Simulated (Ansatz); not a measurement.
# GaHCl radical: one species, many methods

One table from this session's results is given with a row withheld; the runs are named, their logs left out.

Computed with Ansatz 0.2.0, Gaussian basis. Level: functionals in def2-TZVPP, the program's frozen cores in correlated methods.

The runs, in order: LDA (SPW92), PBE-D4, revPBE-D4, BLYP-D4, r2SCAN-D4, B97M-V, PBE0-D4, B3LYP-D4, r2SCANh-D4, r2SCAN0-D4, HSE06-D4, BHLYP-D4, CAM-B3LYP-D4, LC-ωPBE, ωB97X-V, ωB97M-V, B2PLYP, PBE-QIDH; CCSD(T)/def2-SVP; CCSD(T)/def2-TZVPP; MP2/def2-QZVPP; extrapolation to the limit; RPA on PBE.

**The geometry**

The geometry comes from an earlier relaxation with PBE0-D4 in a triple-zeta def2 set; it is a stationary point.

SMILES `[Cl][GaH]`, 3 atoms, charge 0, spin multiplicity 2.

Atoms are counted from 1 here; the program's logs count them from 0.

Bond lengths: Cl1–Ga2 2.168 Å, Ga2–H3 1.604 Å. Angles: Cl1–Ga2–H3 115.5°.

Geometry (Å):

```
Cl    1.53070   -0.19128    0.80574
Ga   -0.33108   -0.58348   -0.23278
H    -1.21053    0.70996   -0.58626
```

The first run:

in.yaml

```yaml
crystal:
  periodic: [false, false, false]
  atoms:
    - {symbol: Cl, position_ang: [1.530703, -0.191276, 0.805739]}
    - {symbol: Ga, position_ang: [-0.331077, -0.583482, -0.232784]}
    - {symbol: H, position_ang: [-1.210526, 0.709958, -0.586256]}
basis:
  gaussian: {orbitals: def2-TZVPP}
magnetization: {spin_polarized: true, initial_magnetization: 1}
hamiltonian: {xc: lda}
output: {orbitals: {seedname: orbitals}}
```

Steps of the session up to this table: LDA; PBE-D4 (GGA); revPBE-D4 (GGA); BLYP-D4 (GGA); r2SCAN-D4 (meta-GGA); B97M-V (meta-GGA); PBE0-D4 (hybrid); B3LYP-D4 (hybrid); r2SCANh-D4 (hybrid); r2SCAN0-D4 (hybrid); HSE06-D4 (hybrid); BHLYP-D4 (hybrid); CAM-B3LYP-D4 (range-separated); LC-ωPBE-D4 (range-separated; the results give it without D4); ωB97X-V (range-separated); ωB97M-V (range-separated); B2PLYP (double hybrid); PBE-QIDH (double hybrid).

One of the session's tables, all rows but one given; the rest of the session is left out.

It belongs to the step «Frontier levels by functional». 

```
  functional  HOMO (eV)  LUMO (eV)  gap (eV)
 LDA (SPW92)      -5.30      -4.35      0.95
      PBE-D4      -5.26      -4.03      1.23
   revPBE-D4      -5.24      -3.91      1.33
     BLYP-D4      -5.11      -4.09      1.02
   r2SCAN-D4      -5.66      -3.62      2.04
      B97M-V      -5.42      -4.27      1.15
     PBE0-D4      -6.33      -3.13      3.21
    B3LYP-D4      -6.11      -3.56      2.55
  r2SCANh-D4      -6.05      -3.31      2.73
  r2SCAN0-D4          ?          ?         ?
    HSE06-D4      -5.94      -3.51      2.43
    BHLYP-D4      -7.25      -2.40      4.84
CAM-B3LYP-D4      -7.56      -2.31      5.25
     LC-ωPBE      -8.91      -0.86      8.06
     ωB97X-V      -8.43      -1.29      7.13
     ωB97M-V      -8.30      -1.46      6.84
```

**Question.** Estimate the row for r2SCAN0-D4.

Worked estimate for «HOMO (eV)». Against the share of exact exchange, r2SCAN-D4 (0, -5.66), r2SCANh-D4 (0.1, -6.05) give a slope of -3.90 per unit share; at 0.25 the line stands at -6.63.

**Answer.** HOMO (eV): -6.62; LUMO (eV): -2.86; gap (eV): 3.76. In «HOMO (eV)» the line misses by -0.01.
